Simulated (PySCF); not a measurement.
**SnC⁺ (quartet): changing the method**

What do other methods print for SnC⁺ (quartet)?

Computed with PySCF 2.14.0. Level: each script names its method and basis.

3 further runs of the same task are left out: 2 for a known fault of the program, 1 that didn't finish.

**1. The starting structure**

SnC⁺ (quartet): 2 atoms, charge 1, spin multiplicity 4.

Bond lengths: Sn1–C2 1.944 Å.

**2. Base script**

Input file input.py:

```python
from pyscf import gto, scf, mp

mol = gto.M(
    atom='Sn 0 0 0; C 0 0 1.944',
    basis='x2c-svpall',
    charge=1,
    spin=3,
    verbose=4,
)
mf = scf.UHF(mol)
mf = mf.sfx2c1e()
mf.kernel()
mp.MP2(mf, frozen=19).kernel()
mf.dip_moment()
print('orbital energies (hartree):', [e[max(0, n-3):n+3].round(4) for e, n in zip(mf.mo_energy, mol.nelec)])
```

Run with:

```sh
$ OMP_NUM_THREADS=1 python input.py
```

The log of this run is left out.

Base result: E(SCF) = -6210.672480 Eh, 13 cycles, E(MP2) − E(SCF) = -0.11625 Eh, ⟨S²⟩ = 3.755.

The bond length is a typed value, not an optimised one. The dipole of an ion depends on the origin. The quartet is typed in the script; nothing here shows that it is the ground state.

**3. B3lyp (UKS)**

Variant 1 changes functional: none (Hartree–Fock) → b3lyp; SCF type: UHF → UKS; step after the SCF: mp2 → analyze.

Input file input.py:

```python
from pyscf import gto, dft

mol = gto.M(
    atom='Sn 0 0 0; C 0 0 1.944',
    basis='x2c-svpall',
    charge=1,
    spin=3,
    verbose=4,
)
mf = dft.UKS(mol, xc='b3lyp')
mf = mf.sfx2c1e()
mf.kernel()
mf.analyze()
print('orbital energies (hartree):', [e[max(0, n-3):n+3].round(4) for e, n in zip(mf.mo_energy, mol.nelec)])
```

Run with:

```sh
$ OMP_NUM_THREADS=1 python input.py
```

**4. Olyp (UKS)**

Variant 2 changes functional: none (Hartree–Fock) → olyp; SCF type: UHF → UKS; step after the SCF: mp2 → analyze.

Input file input.py:

```python
from pyscf import gto, dft

mol = gto.M(
    atom='Sn 0 0 0; C 0 0 1.944',
    basis='x2c-svpall',
    charge=1,
    spin=3,
    verbose=4,
)
mf = dft.UKS(mol, xc='olyp')
mf = mf.sfx2c1e()
mf.kernel()
mf.analyze()
print('orbital energies (hartree):', [e[max(0, n-3):n+3].round(4) for e, n in zip(mf.mo_energy, mol.nelec)])
```

**5. Population analysis**

Variant 3 changes step after the SCF: mp2 → analyze.

Input file input.py:

```python
from pyscf import gto, scf

mol = gto.M(
    atom='Sn 0 0 0; C 0 0 1.944',
    basis='x2c-svpall',
    charge=1,
    spin=3,
    verbose=4,
)
mf = scf.UHF(mol)
mf = mf.sfx2c1e()
mf.kernel()
mf.analyze()
print('orbital energies (hartree):', [e[max(0, n-3):n+3].round(4) for e, n in zip(mf.mo_energy, mol.nelec)])
```

Before running it: what results should come out? Wanted: for each run, E(SCF); from base; gap, α spin; after the SCF.

**Answer**, as computed:

| run | E(SCF) (hartree) | from base (eV) | cycles | gap, α spin (eV) | after the SCF |
| --- | --- | --- | --- | --- | --- |
| base | -6210.672480 | 0 | 13 | 11.10 | MP2 correlation -3.163 eV, core frozen |
| b3lyp (UKS) | -6213.636432 | not comparable | 9 | 5.15 | n/a |
| olyp (UKS) | -6215.502899 | not comparable | 9 | 3.66 | n/a |
| population analysis | -6210.672480 | 0.0000 | 13 | 11.10 | n/a |

The α-spin gap between the frontier levels is 3.7 eV with olyp (0 % exact exchange) and 5.2 eV with b3lyp (20 %): exact exchange opens it. A lower total energy from another functional means nothing by itself.
